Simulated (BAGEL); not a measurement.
# RI-MP2/cc-pVDZ (density fitting with qzvpp-jkfit) run of TiCl4 (titanium tetrachloride)

What is the energy change on altering one bond length of TiCl4 (titanium tetrachloride) at RI-MP2/cc-pVDZ (density fitting with qzvpp-jkfit)? 

The calculation is run with BAGEL 1.2.2.

8 further runs of the same task are left out: 7 that didn't finish, 1 set aside as unsound or not needed.

### Step 1. The system as given

The species is TiCl4 (5 atoms), meant as a singlet with charge 0. As SMILES, `[Cl][Ti]([Cl])([Cl])[Cl]`. The shape is that of a PBE0-D4/def2-TZVP optimisation.

Bond lengths: Cl1–Ti2 2.162 Å, Ti2–Cl3 2.162 Å, Ti2–Cl4 2.162 Å, Ti2–Cl5 2.162 Å. Angles: Cl1–Ti2–Cl3 109.5°, Cl1–Ti2–Cl4 109.5°, Cl1–Ti2–Cl5 109.5°, Cl3–Ti2–Cl4 109.5°, Cl3–Ti2–Cl5 109.5°, Cl4–Ti2–Cl5 109.5°.

### Step 2. The energy at RI-MP2/cc-pVDZ (density fitting with qzvpp-jkfit)

Contents of mp2.json:

```json
{ "bagel": [

{
  "title": "molecule",
  "basis": "cc-pvdz.json",
  "df_basis": "qzvpp-jkfit",
  "angstrom": "true",
  "geometry": [
    { "atom": "Cl", "xyz": [      -1.024380,      -0.069130,       1.902540 ] },
    { "atom": "Ti", "xyz": [       0.000000,       0.000000,       0.000000 ] },
    { "atom": "Cl", "xyz": [       1.750310,      -1.266570,       0.077530 ] },
    { "atom": "Cl", "xyz": [      -1.326110,      -0.697940,      -1.558240 ] },
    { "atom": "Cl", "xyz": [       0.600180,       2.033630,      -0.421830 ] }
  ]
},

{
  "title": "hf"
},

{
  "title": "mp2",
  "ncore": 25
}

]}
```

The basis set cc-pVDZ is read from a file made from the Basis Set Exchange's data (not shown).

The run is started by

```
$ BAGEL_NUM_THREADS=1 BAGEL mp2.json > mp2.out
```

Log:

```text
* using 1 threads per process

  ===============================================================
  ===============================================================

  *** Geometry ***

  { "atom" : "Cl", "xyz" : [     -1.935798,     -0.130637,      3.595280 ] },
  { "atom" : "Ti", "xyz" : [      0.000000,      0.000000,      0.000000 ] },
  { "atom" : "Cl", "xyz" : [      3.307607,     -2.393470,      0.146510 ] },
  { "atom" : "Cl", "xyz" : [     -2.505985,     -1.318915,     -2.944647 ] },
  { "atom" : "Cl", "xyz" : [      1.134176,      3.843004,     -0.797143 ] },

  Number of auxiliary basis functions:      776

  Since a DF basis is specified, we compute 2- and 3-index integrals:
    o Being stored without compression. Storage requirement is 0.082 GB

  Number of basis functions:      115
  Number of electrons      :       90

    * METHOD: MOLECULE                             0.89

  *** RHF ***

  === Nuclear Repulsion ===
   626.0973268588

      * DIIS with orbital gradients will be used.

  === RHF iteration (cc-pvdz.json) ===
      0      -2686.33767894          0.01398691           0.41
      1      -2685.06930639          0.04990676           0.45
      2      -2686.64388565          0.00606313           0.44
      3      -2686.68110577          0.00055384           0.44
      4      -2686.68190208          0.00020927           0.44
      5      -2686.68207018          0.00008659           0.43
      6      -2686.68209942          0.00002664           0.44
      7      -2686.68210355          0.00000275           0.44
      8      -2686.68210358          0.00000074           0.44
      9      -2686.68210358          0.00000021           0.45
     10      -2686.68210358          0.00000006           0.45
     11      -2686.68210358          0.00000003           0.45
     12      -2686.68210358          0.00000001           0.44
     13      -2686.68210358          0.00000000           0.43
    * SCF iteration converged.

    * Permanent dipole moment:
           (    0.000001,     0.000002,    -0.000005) a.u.

    * METHOD: HF                                   6.73

  *** RHF ***

  === Nuclear Repulsion ===
   626.0973268588

      * DIIS with orbital gradients will be used.

  === RHF iteration (cc-pvdz.json) ===
      0      -2686.68210358          0.00000000           0.45
    * SCF iteration converged.

    * Permanent dipole moment:
           (    0.000001,     0.000002,    -0.000005) a.u.

  === DF-MP2 calculation ===

    * freezing 25 orbitals
    * 3-index integral transformation done
    * assembly done

      MP2 correlation energy:   -0.8993912549      0.21

      MP2 total energy:       -2687.5814948323

    * METHOD: MP2                                  1.12

  ===============================================================
```

Wall time 9 s (1 thread of Arm Neoverse V1, shared host); peak memory 0.31 GiB.

### Step 3. The distorted shape

Contents of job.json:

```json
{ "bagel": [

{
  "title": "molecule",
  "basis": "cc-pvdz.json",
  "df_basis": "qzvpp-jkfit",
  "angstrom": true,
  "geometry": [
    { "atom": "Cl", "xyz": [      -0.626526,       0.140263,       2.370036 ] },
    { "atom": "Ti", "xyz": [       0.397854,       0.209393,       0.467496 ] },
    { "atom": "Cl", "xyz": [       2.148164,      -1.057177,       0.545026 ] },
    { "atom": "Cl", "xyz": [      -1.326110,      -0.697940,      -1.558240 ] },
    { "atom": "Cl", "xyz": [       0.998034,       2.243023,       0.045666 ] }
  ]
},

{ "title": "hf" },

{ "title": "mp2", "ncore": 25 }

]}
```

The basis set cc-pVDZ is read from a file made from the Basis Set Exchange's data (not shown).

The run is started by

```
$ BAGEL_NUM_THREADS=1 BAGEL job.json > job.out
```

Log:

```text
* using 1 threads per process

  ===============================================================
  ===============================================================

  *** Geometry ***

  { "atom" : "Cl", "xyz" : [     -1.183963,      0.265059,      4.478719 ] },
  { "atom" : "Ti", "xyz" : [      0.751835,      0.395695,      0.883439 ] },
  { "atom" : "Cl", "xyz" : [      4.059442,     -1.997775,      1.029950 ] },
  { "atom" : "Cl", "xyz" : [     -2.505985,     -1.318915,     -2.944647 ] },
  { "atom" : "Cl", "xyz" : [      1.886011,      4.238699,      0.086296 ] },

  Number of auxiliary basis functions:      776

  Since a DF basis is specified, we compute 2- and 3-index integrals:
    o Being stored without compression. Storage requirement is 0.082 GB

  Number of basis functions:      115
  Number of electrons      :       90

    * METHOD: MOLECULE                             0.91

  *** RHF ***

  === Nuclear Repulsion ===
   587.5411879953

      * DIIS with orbital gradients will be used.

  === RHF iteration (cc-pvdz.json) ===
      0      -2686.19726743          0.01483936           0.42
      1      -2675.89371078          0.11007207           0.40
      2      -2686.47643734          0.01224590           0.41
      3      -2686.61337037          0.00262422           0.41
      4      -2686.62312262          0.00072814           0.42
      5      -2686.62417232          0.00019364           0.44
      6      -2686.62433510          0.00008109           0.43
      7      -2686.62436344          0.00002114           0.41
      8      -2686.62436621          0.00000533           0.40
      9      -2686.62436628          0.00000158           0.40
     10      -2686.62436629          0.00000071           0.40
     11      -2686.62436629          0.00000032           0.44
     12      -2686.62436630          0.00000017           0.44
     13      -2686.62436630          0.00000007           0.44
     14      -2686.62436630          0.00000004           0.43
     15      -2686.62436630          0.00000002           0.42
     16      -2686.62436630          0.00000001           0.43
    * SCF iteration converged.

    * Permanent dipole moment:
           (   -1.021838,    -0.537797,    -1.200713) a.u.

    * METHOD: HF                                   7.77

  *** RHF ***

  === Nuclear Repulsion ===
   587.5411879953

      * DIIS with orbital gradients will be used.

  === RHF iteration (cc-pvdz.json) ===
      0      -2686.62436630          0.00000001           0.43
    * SCF iteration converged.

    * Permanent dipole moment:
           (   -1.021837,    -0.537797,    -1.200712) a.u.

  === DF-MP2 calculation ===

    * freezing 25 orbitals
    * 3-index integral transformation done
    * assembly done

      MP2 correlation energy:   -0.8993299009      0.20

      MP2 total energy:       -2687.5236961961

    * METHOD: MP2                                  1.09

  ===============================================================
```

Run time: 9.9 s. Hardware: 1 thread of Arm Neoverse V1, shared host; peak memory 0.31 GiB.

### Step 4. Results

At RI-MP2/cc-pVDZ (density fitting with qzvpp-jkfit), 25 core orbitals frozen:

```
                                                           quantity           value
                                          first shape: total energy  -2687.58149 Eh
          first shape: correlation energy (25 core orbitals frozen)      -899.4 mEh
                                      distorted shape: total energy  -2687.52370 Eh
      distorted shape: correlation energy (25 core orbitals frozen)      -899.3 mEh
energy change with the Ti2–Cl4 bond stretched from 2.162 to 2.811 Å        1.573 eV
```

In words: With the Ti2–Cl4 bond stretched from 2.162 to 2.811 Å the energy rises by 1.57 eV (36 kcal/mol). The first shape isn't relaxed at this level, so the change isn't measured from a minimum.
